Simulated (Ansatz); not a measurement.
# InH3+ (doublet): B2PLYP, RPA-PBE over a scan of the distance In1–H3, def2-SVP

Aim: run InH3+ (doublet) with these functionals over a scan of the distance In1–H3, and hold them against the top wave-function level at the same points.

Computed with Ansatz 0.2.0, Gaussian basis. Level: def2-SVP, all electrons in the functionals, frozen cores in the correlation of double hybrids and RPA.

The runs, in order: B2PLYP, RPA-PBE, at 1.318 Å; 1.473 Å; 1.669 Å; 1.815 Å; 2.011 Å; 2.342 Å; 2.667 Å; 3.016 Å; 3.685 Å; 4.482 Å; 5.757 Å.

39 further runs of the same task are left out: 21 for a known fault of the program, 15 that didn't finish, 3 set aside as unsound or not needed.

**1. What is computed**

The geometry derives from a PBE0/def2-TZVP stationary point (not a proven minimum). One bond is set to the value named and the two fragments are kept rigid. No spin-orbit coupling is included. Elements past krypton take def2 core potentials.

4 atoms, charge 1, spin multiplicity 2.

Atoms are counted from 1 here; the program's logs count them from 0.

Bond lengths: In1–H3 1.669 Å, In1–H4 1.668 Å. Angles: H3–In1–H4 174.7°.

No dispersion term is added.

The geometry shown and the zero of energy belong to the point 1.669 Å. The yardstick, FCI, and other wave-function levels (R restricted, U unrestricted, valence and pair active spaces) come from earlier runs.

**2. B2PLYP, 1.318 Å**

Input file in.yaml:

```yaml
crystal:
  periodic: [false, false, false]
  atoms:
    - {symbol: In, position_ang: [0.000000, -0.019015, -0.002437]}
    - {symbol: H, position_ang: [0.000000, 2.332824, -0.071425]}
    - {symbol: H, position_ang: [0.000000, -0.118151, -1.316703]}
    - {symbol: H, position_ang: [0.000000, -0.048561, 1.665685]}
basis:
  gaussian: {orbitals: def2-SVP}
total_charge: 1
magnetization: {spin_polarized: true, initial_magnetization: 1}
hamiltonian: {xc: {name: B2PLYP}}
correlation: {electrons: outside_noble_gas}
```

The run is started by

```sh
$ ansatz run in.yaml --threads 1 --pin off --events-out ev --progress --plain --max-ram 2393MiB
```

The runs that follow: B2PLYP, 1.473 Å; B2PLYP, 1.669 Å; B2PLYP, 1.815 Å; B2PLYP, 2.011 Å; B2PLYP, 2.342 Å; B2PLYP, 2.667 Å; B2PLYP, 3.016 Å; B2PLYP, 3.685 Å; B2PLYP, 4.482 Å; B2PLYP, 5.757 Å; RPA-PBE, 1.318 Å; RPA-PBE, 1.473 Å; RPA-PBE, 1.669 Å; RPA-PBE, 1.815 Å; RPA-PBE, 2.011 Å; RPA-PBE, 2.342 Å; RPA-PBE, 2.667 Å; RPA-PBE, 3.016 Å; RPA-PBE, 3.685 Å; RPA-PBE, 4.482 Å; RPA-PBE, 5.757 Å.

Q: Predict the results of all the runs planned. Wanted: span of the FCI curve; largest miss, B2PLYP; largest miss, RPA-PBE.

The runs gave:

| quantity | value |
| --- | --- |
| span of the FCI curve | 239.5 kJ/mol |
| largest miss, B2PLYP | +20.5 kJ/mol (5.757 Å) |
| largest miss, RPA-PBE | +16.1 kJ/mol (4.482 Å) |

Of the functionals, RPA-PBE keep the smallest largest miss at the points compared (at most 16.1 kJ/mol) and B2PLYP strays most (20.5 kJ/mol, at 5.757 Å). B2PLYP, RPA-PBE clearly break the spin symmetry at some points (⟨S²⟩ up to 0.85 above the pure value), so energy there is bought with a mixed spin. Functionals and the yardstick converge differently with the basis, so part of each miss in def2-SVP is the basis.
